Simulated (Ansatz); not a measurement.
The system is LuTlS2.

```
Tl Lu S
1.0
     1.95997    1.13159    7.50158
    -1.95997    1.13159    7.50158
     0.00000   -2.26317    7.50158
Tl Lu S
1 1 2
Direct
  0.50000 0.50000 0.50000
  0.00000 0.00000 0.00000
  0.26887 0.26887 0.26887
  0.73113 0.73113 0.73113
```

The cell comes from a database or a generator and needn't be the stable form of this composition.

- Program: Ansatz 0.2.0
- Task: relaxation of cell and atoms
- Functional: PBE
- Potentials or basis: Ansatz PAW
- Cutoff: 420 eV (not typed: the program's choice for these potentials)
- k mesh: 8 × 8 × 8
- Occupations: fermi-dirac, width 0.05 eV
- Spin: no spin polarisation

At the start: volume 24.96 Å³/atom.

Question: Where does the relaxation end?

Answer: It ends after 5 steps and the volume is 25.51 Å³/atom (+2.2 %); space group R-3m (No. 166, to 0.05 Å).

The path:
```
step  energy change (eV)  largest force (eV/Å)  volume (Å³)
   1              0.0000                0.1499        99.83
   2             -0.0018                0.2337       102.81
   3             -0.0091                0.0281       102.42
   4             -0.0095                0.0017       102.06
   5             -0.0099                0.0016       102.06
```

Final structure:
```yaml
crystal:
  lattice:
    - [1.97648, 1.14112, 7.54178]
    - [-1.97648, 1.14112, 7.54178]
    - [0.00000, -2.28225, 7.54178]
  atoms:
    - { symbol: Tl, position: [0.50000, 0.50000, 0.50000] }
    - { symbol: Lu, position: [0.00000, 0.00000, 0.00000] }
    - { symbol: S, position: [0.26870, 0.26870, 0.26870] }
    - { symbol: S, position: [0.73130, 0.73130, 0.73130] }
```

Caveat: the plane-wave basis is chosen anew once the cell has moved, so the energies of steps on either side of that aren't comparable.
